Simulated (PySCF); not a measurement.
# TaOCl: structure of the singlet

Where does singlet TaOCl go from a bent start, is the end point a minimum, and what are its modes, charges and moments?

Computed with PySCF 2.14.0. Level: PBE0, basis Ta def2-TZVP with ECP60, O def2-TZVP, Cl def2-TZVP, scalar-relativistic core potentials, no spin–orbit coupling, density fitting.

**1. The starting structure**

3 atoms, charge 0, spin multiplicity 1.

Bond lengths: Ta1–O2 1.830 Å, Ta1–Cl3 2.450 Å. Angles: O2–Ta1–Cl3 110.0°.

Coordinates in bohr (charge 0 multiplicity 1):
```
Ta    0.0000    0.0000    0.0000
O    -2.8327    0.0000    1.9835
Cl    3.7925    0.0000    2.6556
```

**2. Finding the electronic state**

The steps below are one call of a driver around PySCF. For each, scf.py gives the equivalent set-up of the SCF; relaxations use the driver's own optimiser. After this first run the driver tries any further starts and a stability analysis.

Input file scf.py:

```python
from pyscf import gto, scf, dft
mol = gto.M(atom='''
Ta     0.000000     0.000000     0.000000
O     -1.499000     0.000000     1.049600
Cl     2.006900     0.000000     1.405300''',
    basis={'Ta': 'def2-TZVP', 'O': 'def2-TZVP', 'Cl': 'def2-TZVP'},
    ecp={'Ta': 'def2-TZVP'},
    charge=0, spin=0)
mf = dft.RKS(mol, xc='PBE0')
mf.grids.atom_grid = (50, 194)
aux = {'Ta': 'def2-universal-JKFIT', 'O': 'def2-universal-JKFIT', 'Cl': 'def2-universal-JKFIT'}
mf = mf.density_fit(auxbasis=aux)
mf.conv_tol = 1e-08
mf.diis_space = 10
mf.max_cycle = 60
mf.init_guess = 'minao'
mf.verbose = 4
mf.kernel()
```

The run is started by

```
OMP_NUM_THREADS=2 python axn.py task.json out
```

The program printed, cut to the lines that bear on the results:

```text
[... the frontier levels of the middle cycles are left out ...]
init E= -573.25159168869
  HOMO = -0.382925755600038  LUMO = -0.360201829714914  gap/eV = 0.61835
cycle= 1 E= -592.046103306149  delta_E= -18.8  |g|= 0.942  |ddm|= 5.75
  HOMO = -0.125484632140061  LUMO = -0.0986084274988162  gap/eV = 0.73134
cycle= 2 E= -588.727924345551  delta_E= 3.32  |g|= 3.69  |ddm|= 2.43
  HOMO = -0.152056930905379  LUMO = -0.0706442144590217  gap/eV = 2.21535
cycle= 3 E= -592.153827266849  delta_E= -3.43  |g|= 0.57  |ddm|= 1.87
cycle= 4 E= -592.210305595965  delta_E= -0.0565  |g|= 0.409  |ddm|= 1.11
cycle= 5 E= -592.250305689409  delta_E= -0.04  |g|= 0.106  |ddm|= 0.376
cycle= 6 E= -592.252820866891  delta_E= -0.00252  |g|= 0.0431  |ddm|= 0.0906
cycle= 7 E= -592.253275416315  delta_E= -0.000455  |g|= 0.0116  |ddm|= 0.0396
cycle= 8 E= -592.253334165817  delta_E= -5.87e-05  |g|= 0.00457  |ddm|= 0.0313
cycle= 9 E= -592.253348377448  delta_E= -1.42e-05  |g|= 0.00215  |ddm|= 0.0145
cycle= 10 E= -592.253353778756  delta_E= -5.4e-06  |g|= 0.000777  |ddm|= 0.0123
cycle= 11 E= -592.253354457262  delta_E= -6.79e-07  |g|= 0.000216  |ddm|= 0.00501
cycle= 12 E= -592.253354500601  delta_E= -4.33e-08  |g|= 5.61e-05  |ddm|= 0.000987
cycle= 13 E= -592.253354507317  delta_E= -6.72e-09  |g|= 3.31e-05  |ddm|= 0.00041
  HOMO = -0.235402911883885  LUMO = -0.144810414767777  gap/eV = 2.46515
Extra cycle  E= -592.253354507526  delta_E= -2.09e-10  |g|= 4.69e-05  |ddm|= 0.000124
converged SCF energy = -592.253354507526
```

This step, with its further starts and checks, took 7.7 s on 2 threads of Arm Neoverse V2, shared host.

The starts that the driver tried:

```
                      start  energy (Eh)
    the minimal-basis guess  -592.253355
a thermally smeared density  -592.253355
      a smeared PBE density  -592.253355
```

No lower closed-shell solution turned up from the other starts or in the test of internal stability.

**3. Relaxation: bent start, singlet**

The program finds Cs symmetry in the start, which this walk keeps.

scf.py: that of step 2 with these lines changed.

```diff
@@ -3,3 +3,3 @@
-Ta     0.000000     0.000000     0.000000
-O     -1.499000     0.000000     1.049600
-Cl     2.006900     0.000000     1.405300''',
+Ta    -0.199225     0.000000    -0.284289
+O     -1.698225     0.000000     0.765311
+Cl     1.807675     0.000000     1.121011''',
@@ -16 +15,0 @@
-mf.init_guess = 'minao'
```

Energy and gradient, step by step:

| step | energy (Eh) | change (kJ/mol) | largest symmetric gradient (Eh/bohr) |
| --- | --- | --- | --- |
| 0 | -592.253355 | 0.00 | 0.10166 |
| 1 | -592.279641 | -69.01 | 0.04054 |
| 2 | -592.282362 | -76.16 | 0.00448 |
| 3 | -592.282641 | -76.89 | 0.00250 |
| 4 | -592.282676 | -76.98 | 0.00125 |
| 5 | -592.282678 | -76.99 | 0.00006 |

The walk took 11 s.

Positions (Å) and forces (eV/Å) along the way:

```
step 0
Ta  -0.199   0.000  -0.284  -2.934   0.000   5.228
O   -1.698   0.000   0.765   5.058   0.000  -3.655
Cl   1.808   0.000   1.121  -2.124   0.000  -1.573
step 1
Ta  -0.215   0.000  -0.195   2.084   0.000  -0.411
O   -1.611   0.000   0.717  -1.032   0.000   0.923
Cl   1.736   0.000   1.080  -1.053   0.000  -0.512
step 3
Ta  -0.180   0.000  -0.226  -0.100   0.000  -0.129
O   -1.558   0.000   0.753   0.027   0.000   0.030
Cl   1.648   0.000   1.075   0.072   0.000   0.099
step 5
Ta  -0.183   0.000  -0.235   0.005   0.000  -0.004
O   -1.549   0.000   0.758  -0.004   0.000  -0.003
Cl   1.643   0.000   1.079  -0.002   0.000   0.006
```

End point (Cs, 5 steps, 77.0 kJ/mol gained): Ta–Cl 2.249 Å, Ta–O 1.689 Å; Cl–Ta–O 108.2°.

**4. Frequencies**

The point is checked on the finer grid, and tightened if its gradient asks for it. The Hessian and the dipole derivatives come from central differences of analytic gradients, with steps of 0.02 bohr.

scf.py: that of step 3 with these lines changed.

```diff
@@ -3,3 +3,3 @@
-Ta    -0.199225     0.000000    -0.284289
-O     -1.698225     0.000000     0.765311
-Cl     1.807675     0.000000     1.121011''',
+Ta    -0.181055     0.000000    -0.265560
+O     -1.548662     0.000000     0.726018
+Cl     1.646165     0.000000     1.046962''',
@@ -10 +10 @@
-mf.grids.atom_grid = (50, 194)
+mf.grids.atom_grid = (75, 302)
@@ -13 +13 @@
-mf.conv_tol = 1e-08
+mf.conv_tol = 1e-10
```

The driver hands on the density of the step before, so the log starts near convergence.

SCF at the final geometry:

```text
init E= -592.282850383478
  HOMO = -0.217926291088976  LUMO = -0.121171254008428  gap/eV = 2.63284
cycle= 1 E= -592.282850383478  delta_E= 3.41e-13  |g|= 1.86e-06  |ddm|= 7.31e-06
  HOMO = -0.217925866152567  LUMO = -0.121170750848548  gap/eV = 2.63284
Extra cycle  E= -592.282850383477  delta_E= 5.68e-13  |g|= 3.18e-06  |ddm|= 5.59e-06
converged SCF energy = -592.282850383477
```

The whole step took 37 s.

Geometry: Cs; Ta–Cl 2.250 Å, Ta–O 1.689 Å; Cl–Ta–O 108.4°.

Harmonic modes (main isotopes):

```json
{"symmetry": "a'", "ω (cm⁻¹)": "195", "IR (km/mol)": "7.6", "type": "bend"}
{"symmetry": "a'", "ω (cm⁻¹)": "417", "IR (km/mol)": "38.0", "type": "stretch"}
{"symmetry": "a'", "ω (cm⁻¹)": "1053", "IR (km/mol)": "120", "type": "stretch"}
```

No imaginary mode, so this is a minimum.

Properties at this point:

- Dipole moment: 2.60 D
- Highest occupied level: -5.93 eV
- Lowest empty level: -3.30 eV
- Rotational constants: 0.4868, 0.1028, 0.08489 cm⁻¹
- Zero-point energy: 10.0 kJ/mol
- Principal polarisabilities: 66.1, 76.6, 85.7 bohr³
- Atomisation energy without zero-point energy: 1166 kJ/mol
- Principal traceless quadrupole moments about the centre of mass: -3.86, -1.23, 5.09 D Å
- Entropy at 298.15 K and 1 bar: 296.5 J/(mol K)
- Heat capacity Cp at 298.15 K: 48.3 J/(mol K)
- Enthalpy at 298.15 K above 0 K: 12.26 kJ/mol
- Rotational symmetry number: 1

Charges (e) and bond orders:

| atom | Mulliken | Löwdin | polar tensor | Mayer order to Ta1 |
| --- | --- | --- | --- | --- |
| Ta1 | 0.68 | 0.13 | 1.08 | – |
| O2 | -0.43 | -0.25 | -0.68 | 2.30 |
| Cl3 | -0.25 | 0.13 | -0.40 | 1.24 |

Mulliken populations on Ta1 (outside its core potential): s 3.35, p 6.26, d 2.61, f 0.09.

**5. The broken-symmetry singlet**

A stability analysis found the closed shell of the lowest minimum unstable towards spin polarisation, so the unrestricted solution is followed.

The program finds Cs symmetry in the start, which may break. The walk stops when the largest gradient is under 0.0003 Eh/bohr and the energy has settled too.

scf.py: that of step 4 with these lines changed.

```diff
@@ -3,3 +3,3 @@
-Ta    -0.181055     0.000000    -0.265560
-O     -1.548662     0.000000     0.726018
-Cl     1.646165     0.000000     1.046962''',
+Ta    -0.181194     0.000000    -0.266298
+O     -1.548801     0.000000     0.725280
+Cl     1.646026     0.000000     1.046224''',
@@ -9,2 +9,2 @@
-mf = dft.RKS(mol, xc='PBE0')
-mf.grids.atom_grid = (75, 302)
+mf = dft.UKS(mol, xc='PBE0')
+mf.grids.atom_grid = (50, 194)
@@ -13 +13 @@
-mf.conv_tol = 1e-10
+mf.conv_tol = 1e-08
```

The optimiser's trace:

```csv
step,energy (Eh),change (kJ/mol),largest gradient (Eh/bohr)
0,-592.292031,0.00,0.00907
1,-592.292475,-1.17,0.00347
2,-592.292670,-1.68,0.00160
3,-592.292687,-1.72,0.00098
4,-592.292690,-1.73,0.00009
5,-592.292690,-1.73,0.00001
```

The walk took 14 s.

End point (Cs, 5 steps, 1.7 kJ/mol gained): Ta–Cl 2.281 Å, Ta–O 1.696 Å; Cl–Ta–O 112.9°.

**6. Vibrations and properties at this point**

The same treatment as at the point before.

scf.py: that of step 5 with these lines changed.

```diff
@@ -3,3 +3,3 @@
-Ta    -0.181194     0.000000    -0.266298
-O     -1.548801     0.000000     0.725280
-Cl     1.646026     0.000000     1.046224''',
+Ta    -0.187739    -0.000000    -0.256466
+O     -1.605642    -0.000000     0.674533
+Cl     1.705527     0.000000     1.015910''',
@@ -10 +10 @@
-mf.grids.atom_grid = (50, 194)
+mf.grids.atom_grid = (75, 302)
@@ -13 +13 @@
-mf.conv_tol = 1e-08
+mf.conv_tol = 1e-10
```

Log of the central SCF (cycles and frontier levels):

```text
init E= -592.292888453481
[... the frontier-level lines of each cycle are left out ...]
cycle= 1 E= -592.292888451498  delta_E= 1.98e-09  |g|= 7.6e-05  |ddm|= 4.91e-05
cycle= 2 E= -592.292888431681  delta_E= 1.98e-08  |g|= 0.000239  |ddm|= 0.000152
cycle= 3 E= -592.292888453727  delta_E= -2.2e-08  |g|= 8.53e-07  |ddm|= 0.000115
cycle= 4 E= -592.292888453728  delta_E= -7.96e-13  |g|= 4.06e-07  |ddm|= 1.71e-06
Extra cycle  E= -592.292888453727  delta_E= 7.96e-13  |g|= 3.6e-07  |ddm|= 1.89e-06
converged SCF energy = -592.292888453727  <S^2> = 0.80502131  2S+1 = 2.0542846
```

The whole step took 64 s on 2 threads of Arm Neoverse V2, shared host.

Geometry: Cs; Ta–Cl 2.281 Å, Ta–O 1.696 Å; Cl–Ta–O 112.8°.

Modes, for the most abundant isotopes:

```tsv
ω (cm⁻¹)	IR (km/mol)	type
170	5.8	bend
396	51.0	stretch
1035	138	stretch
```

Every mode is real; the point is a minimum.

Here the density breaks the symmetry of the frame, and no labels are given.

Properties at this point:

| Quantity | Value |
| --- | --- |
| Dipole moment | 2.97 D |
| Highest occupied level | -6.26 eV |
| Lowest empty level | -2.92 eV |
| Rotational constants | 0.5235, 0.09778, 0.08239 cm⁻¹ |
| Zero-point energy | 9.6 kJ/mol |
| Principal polarisabilities | 62.0, 70.7, 78.4 bohr³ |
| Atomisation energy without zero-point energy | 1193 kJ/mol |
| Principal traceless quadrupole moments about the centre of mass | -5.38, 1.31, 4.06 D Å |
| Entropy at 298.15 K and 1 bar | 297.9 J/(mol K) |
| Heat capacity Cp at 298.15 K | 48.7 J/(mol K) |
| Enthalpy at 298.15 K above 0 K | 12.42 kJ/mol |
| Rotational symmetry number | 1 |
| Spin squared ⟨S²⟩ | 0.805 |

Populations by atom (charges in e):

| atom | Mulliken | Löwdin | polar tensor | spin (Mulliken) | Mayer order to Ta1 |
| --- | --- | --- | --- | --- | --- |
| Ta1 | 0.77 | 0.21 | 1.21 | 0.00 | – |
| O2 | -0.46 | -0.27 | -0.73 | 0.00 | 2.27 |
| Cl3 | -0.31 | 0.06 | -0.48 | 0.00 | 1.15 |

Outer orbital energies (eV). α occupied: -22.99, -11.49, -10.88, -10.46, -10.44, -10.07, -9.52, -6.26; empty: -2.92, -2.70, -1.59, -0.98. β occupied: -22.99, -11.49, -10.88, -10.46, -10.44, -10.07, -9.52, -6.26; empty: -2.92, -2.70, -1.59, -0.98.

Mulliken populations on Ta1 (outside its core potential): s 3.04, p 6.29, d 2.81, f 0.08.

**7. All stationary points**

| spin | group | bonds | imaginary modes (cm⁻¹) | ΔE (kJ/mol) | with zero-point energy |
| --- | --- | --- | --- | --- | --- |
| broken-symmetry (Ms = 0) | Cs (density of lower symmetry) | Ta–Cl 2.281 Å, Ta–O 1.696 Å | none | 0.0 | 0.0 |
| singlet | Cs | Ta–Cl 2.250 Å, Ta–O 1.689 Å | none | 26.4 | 26.7 |

**8. Summary of results**

| quantity | value |
| --- | --- |
| minimum | broken-symmetry (Ms = 0), Cs |
| geometry | Ta–Cl 2.281 Å, Ta–O 1.696 Å; Cl–Ta–O 112.8° |
| wavenumbers (cm⁻¹) | 170, 396, 1035 |
| dipole moment | 2.97 D |
| highest occupied, lowest empty level (either spin) | -6.26, -2.92 eV |
| polar-tensor charge of Ta1 | +1.21 e |
| zero-point energy | 9.6 kJ/mol |
| entropy at 298.15 K | 297.9 J/(mol K) |
| atomisation energy (no zero-point energy) | 1193 kJ/mol |
| ⟨S²⟩ | 0.805 |

In words: The molecule stays Cs, as typed, and the end point is a minimum. The determinant is spin-contaminated (⟨S²⟩ = 0.81 against 0.00), so it is no pure spin state. In the infrared the band at 1035 cm⁻¹ (stretch) leads. Other starts or spin states, not run here, may lie lower. The SCF density has lower symmetry than the nuclear frame. Spin–orbit coupling, left out here, can matter for elements this heavy.

The search up to here took 2.3 min.
